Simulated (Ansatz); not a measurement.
This script makes an equation of state with a fit of ScPd, space group Pm-3m with the Ansatz DFT code, driven from Python.

`scpd.py`
```python
"""Equation of state of ScPd."""

from dataclasses import dataclass

import ansatz as az
from ase.eos import EquationOfState
from ase.units import GPa
import numpy as np


@dataclass
class RunConfig:
    ecut: int = 630
    filling: str = "Fermi-Dirac"
    smearing_width: float = 0.01
    tolerance: float = 1e-09
    n_empty: int = 12
    kgrid: tuple[int, ...] = (7, 7, 7)


cfg = RunConfig()

VECTORS = np.array([
    [3.283, 0.0, 0.0],
    [0.0, 3.283, 0.0],
    [0.0, 0.0, 3.283],
])
SITES = [
    ("Sc", (0.5, 0.5, 0.5)),
    ("Pd", (0.0, 0.0, 0.0)),
]


def on_lattice(cell):
    crystal = az.Crystal(lattice=az.Lattice.of(cell))
    for symbol, position in SITES:
        crystal = crystal.atom(symbol, position)
    return crystal

# uniform scaling of the cell
volumes, energies = [], []
for scale in np.linspace(0.94, 1.06, 7):
    cell = VECTORS * scale ** (1 / 3)
    calc = (
        on_lattice(cell).calculation()
        .functional(az.Functional.PBESOL)
        .basis(cfg.ecut)  # a bare number is in eV
        .occupations(cfg.filling, width=cfg.smearing_width)  # the run then minimises F = E - TS
        .scf(tolerance=cfg.tolerance, extra_bands=cfg.n_empty)
        .kpoints(*cfg.kgrid)  # sampling of the Brillouin zone
    )
    report = calc.run().report
    volumes.append(abs(np.linalg.det(cell)) / len(SITES))
    energies.append(report["free_energy_ev"] / len(SITES))
    print(f"V = {volumes[-1]:8.4f} A^3/atom  F = {energies[-1]:.5f} eV/atom")

eos = EquationOfState(volumes, energies, eos="vinet")
v0, e0, bulk = eos.fit()
print(f"V0 = {v0:.4f} A^3/atom, E0 = {e0:.5f} eV/atom, B = {bulk / GPa:.1f} GPa")
```

Where does the minimum lie against the volume typed, and how stiff is the crystal?

A third-order Birch-Murnaghan fit through the 7 points (the script's own form differs a little) has its minimum at 17.51 Å³ an atom, 1.0 % below the typed cell, with a bulk modulus of 122 GPa and dB/dP = 4.2. From that minimum the energy rises by 18.5 meV an atom on the compressed side and 29.8 meV on the expanded side.

The output:

```console
$ python scpd.py
V =  16.6307 A^3/atom  F = -4509.86688 eV/atom
V =  16.9845 A^3/atom  F = -4509.87896 eV/atom
V =  17.3384 A^3/atom  F = -4509.88470 eV/atom
V =  17.6922 A^3/atom  F = -4509.88468 eV/atom
V =  18.0461 A^3/atom  F = -4509.87947 eV/atom
V =  18.3999 A^3/atom  F = -4509.86960 eV/atom
V =  18.7538 A^3/atom  F = -4509.85556 eV/atom
V0 = 17.5121 A^3/atom, E0 = -4509.88537 eV/atom, B = 122.2 GPa
```

Reading the output:
- These settings explore the input space; cutoff and mesh may be short of convergence.
- The mesh is modest for a metal, so energies can be off by several to tens of meV an atom and pressures by half a GPa or more; differences at equal mesh fare better.
- The starting cell is as deposited in a crystallographic database; the results hold for this polymorph, which needn't be the stable one.
- Wall time of the script: 8.6 s on 1 thread of Arm Neoverse V2 (shared host), peak memory 0.39 GiB.

(Lines on the test bed's own set-up are left out of the output.)
